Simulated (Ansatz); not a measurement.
# Cl2H5NO2Zr: the cost of one run

Method: RKS PBE0/def2-SVP, in Ansatz 0.2.0.

## (1) The system as given

Bond lengths: Zr1–Cl2 2.870 Å, Zr1–O3 2.070 Å, O3–H4 1.010 Å, Zr1–N5 2.208 Å, N5–H6 1.060 Å, N5–H7 1.060 Å, Zr1–Cl8 2.518 Å, Zr1–O9 2.370 Å, O9–H10 1.010 Å. Angles (14 of 15 angles, heavy atoms first): Cl2–Zr1–O3 109.4°, Cl2–Zr1–N5 109.5°, Cl2–Zr1–Cl8 109.5°, Cl2–Zr1–O9 71.6°, O3–Zr1–N5 109.5°, O3–Zr1–Cl8 109.5°, O3–Zr1–O9 178.9°, N5–Zr1–Cl8 109.5°, N5–Zr1–O9 70.0°, Cl8–Zr1–O9 70.0°, Zr1–O3–H4 109.5°, Zr1–N5–H6 120.0°, Zr1–N5–H7 120.0°, Zr1–O9–H10 109.5°.

Coordinates:

```xyz
11

Zr    0.0000    0.0000    0.0000
Cl    0.0000    0.0000    2.8700
O     1.9520    0.0000   -0.6893
H     2.2684   -0.9521   -0.8060
N    -1.0409    1.8034   -0.7359
H    -2.0610    1.7482   -1.0186
H    -0.5204    2.7241   -0.8065
Cl   -1.1869   -2.0563   -0.8392
O    -2.2491    0.0000    0.7473
H    -2.7942   -0.6297    0.1759
H    -1.5726    0.0000    2.0020
```

## (2) A restrained relaxation towards end A

Springs on the bonds that form and break draw the guess towards this end; the thresholds are loose.

File input.yaml:

```yaml
crystal:
  periodic: [false, false, false]
  atoms:
    - { symbol: Zr, position_ang: [0.0, 0.0, 0.0] }
    - { symbol: Cl, position_ang: [0.0, 0.0, 2.87] }
    - { symbol: O, position_ang: [1.952, 0.0, -0.6893] }
    - { symbol: H, position_ang: [2.2684, -0.9521, -0.806] }
    - { symbol: "N", position_ang: [-1.0409, 1.8034, -0.7359] }
    - { symbol: H, position_ang: [-2.061, 1.7482, -1.0186] }
    - { symbol: H, position_ang: [-0.5204, 2.7241, -0.8065] }
    - { symbol: Cl, position_ang: [-1.1869, -2.0563, -0.8392] }
    - { symbol: O, position_ang: [-2.2491, 0.0, 0.7473] }
    - { symbol: H, position_ang: [-2.7942, -0.6297, 0.1759] }
    - { symbol: H, position_ang: [-1.5726, 0.0, 2.002] }
basis:
  gaussian: { orbitals: def2-SVP }
hamiltonian:
  xc: pbe0
relax:
  f_tol: 0.15
  max_steps: 25
  restrain:
    - { distance: [0, 8], at: 3.27, k: 30.0 }
    - { distance: [10, 1], at: 2.57, k: 30.0 }
    - { distance: [0, 1], at: 2.52, k: 30.0 }
    - { distance: [10, 8], at: 1.01, k: 30.0 }
```

On the command line:

```console
$ ansatz run input.yaml --threads 4 --pin off --max-ram 5120MiB --backend cpu --events-out ev --progress --plain --runs-dir out
```

Q: Estimate wall time and peak memory on 4 threads of Arm Neoverse V2, shared host.

About 32 s, with a peak of 0.37 GiB.
